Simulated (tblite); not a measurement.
# C5H16BNSi2: the cost of one run

Programs: tblite 0.8.0 and PySCF 2.14.0, with density-fitted response routines of our own. Each step states its level of theory. These are calculated values for one molecule in the gas phase, unless marked as measured. Atoms count from 0, in the outputs and in this text.

## Step 1: The molecule as given

25 atoms, charge 0, multiplicity 1; geometry from: force field or distance geometry start.

Bonds of the start (Å): C0–B1 1.59, B1–C2 1.59, B1–Si3 1.93, Si3–N4 1.74, N4–Si5 1.73, Si3–C6 1.86, C6–C7 1.50, C7–C8 1.51, C8–C6 1.52, C0–H9 1.11, C0–H10 1.10, C0–H11 1.13, C2–H12 1.08, C2–H13 1.11, C2–H14 1.10, Si3–H15 1.46, N4–H16 1.04, Si5–H17 1.49, Si5–H18 1.47, Si5–H19 1.48, C6–H20 1.12, C7–H21 1.11, C7–H22 1.13, C8–H23 1.12, C8–H24 1.10.

## Step 2: Geometry optimisation with GFN2-xTB

Job settings and geometry (Å):

```
{"job": {"kind": "relax", "xc": "GFN2-xTB", "basis": "xTB"}, "charge": 0, "multiplicity": 1}
C     -1.579600    -1.043000     1.371100
B     -1.058100    -1.102700    -0.134300
C     -2.036800    -1.630900    -1.265300
Si     0.262200     0.203500    -0.676800
N      1.788600    -0.604300    -0.860100
Si     2.155800    -1.997200     0.095600
C      0.456700     1.581600     0.554700
C     -0.377000     2.821600     0.481500
C      1.027700     2.839400    -0.076800
H     -2.239700    -1.910200     1.591400
H     -0.697900    -1.010300     2.027400
H     -2.134200    -0.062900     1.439800
H     -1.608400    -2.413900    -1.881800
H     -2.982700    -1.969700    -0.795100
H     -2.277600    -0.746900    -1.882500
H     -0.149900     0.741000    -1.971100
H      2.576000    -0.051200    -1.243000
H      2.389500    -3.153500    -0.820000
H      1.045300    -2.310700     1.008400
H      3.372500    -1.845200     0.924700
H      0.838800     1.299000     1.565900
H     -1.245200     2.895000    -0.198600
H     -0.467100     3.403400     1.442500
H      1.083400     2.811200    -1.197000
H      1.846600     3.281000     0.508500
```

The run is started by

```sh
$ OMP_NUM_THREADS=1 python probes_run.py task.json out
```

The driver reads the jobs from task.json and runs them one after another.

Q: Estimate the wall time and peak memory of this first job on 1 thread of Arm Neoverse V1, shared host.

About 1.3 s, with a peak of 0.18 GiB.
